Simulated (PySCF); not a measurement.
# H2O6Si3: the cost of one run

Program: PySCF 2.14.0. Level of theory: relaxation, pbe0, def2-tzvp, and further levels as typed in the inputs. These are calculated values, not measurements.

### 1 The system as given

Bond lengths: H1–O2 0.970 Å, O2–Si3 1.680 Å, Si3–O4 1.720 Å, O4–Si5 1.720 Å, Si5–O6 1.720 Å, O6–Si7 1.720 Å, Si7–O8 1.680 Å, O8–H9 0.970 Å, Si3–O10 1.720 Å, Si7–O10 1.720 Å, Si3–O11 1.748 Å, Si5–O11 1.748 Å, Si7–O11 1.748 Å. Angles (14 of 23 angles, heavy atoms first): O2–Si3–O4 105.8°, O2–Si3–O10 139.3°, O2–Si3–O11 119.2°, O4–Si3–O10 102.5°, O4–Si3–O11 89.5°, O10–Si3–O11 89.5°, Si3–O4–Si5 91.1°, O4–Si5–O6 102.5°, O4–Si5–O11 89.5°, O6–Si5–O11 89.5°, Si5–O6–Si7 91.1°, O6–Si7–O8 112.0°, O6–Si7–O10 102.5°, O6–Si7–O11 89.5°.

Coordinates:

```xyz
11

H    -0.4626    3.0456   -1.7619
O    -0.1530    2.2549   -1.2930
Si    0.6837    1.3364   -0.1622
O    -0.4990    0.3605    0.6166
Si    0.4085   -1.0617    0.2826
O     1.5628   -1.0744    1.5574
Si    2.5704    0.0235    0.6987
O     3.9990   -0.6998    0.1905
H     4.0662   -0.4346   -0.7401
O     1.8636    1.5464    1.0713
O     1.5114   -0.1118   -0.6857
```

### 2 Relaxation: H2O6Si3, charge +1

File run.py:

```python
from pyscf import gto, dft
from pyscf.geomopt.geometric_solver import optimize
mol = gto.M(atom="mol.xyz", basis="def2-tzvp", charge=1, spin=1, verbose=4)
mf = dft.UKS(mol, xc="pbe0").density_fit().run(conv_tol=1e-9)
for i in range(6):  # look for a lower solution of the same spin
    mo, _, ok, _ = mf.stability(return_status=True)
    if ok: break
    mf.kernel(mf.make_rdm1(mo, mf.mo_occ))
print(f"converged SCF energy = {mf.e_tot:.10f}, stable: {ok}")
mf = mf.newton()  # steadier than the usual iterations for open shells
m = optimize(mf, maxsteps=60)
print("optimised structure (A):")
for k in range(m.natm): print(m.atom_symbol(k), *(f"{x:.8f}" for x in m.atom_coords(unit="A")[k]))
```

The run is started by

```console
> python run.py
```

**Question.** How long does this run take on 8 threads of Intel Xeon Platinum 8375C at 2.90GHz (Ice Lake), shared host?

About 18 min.
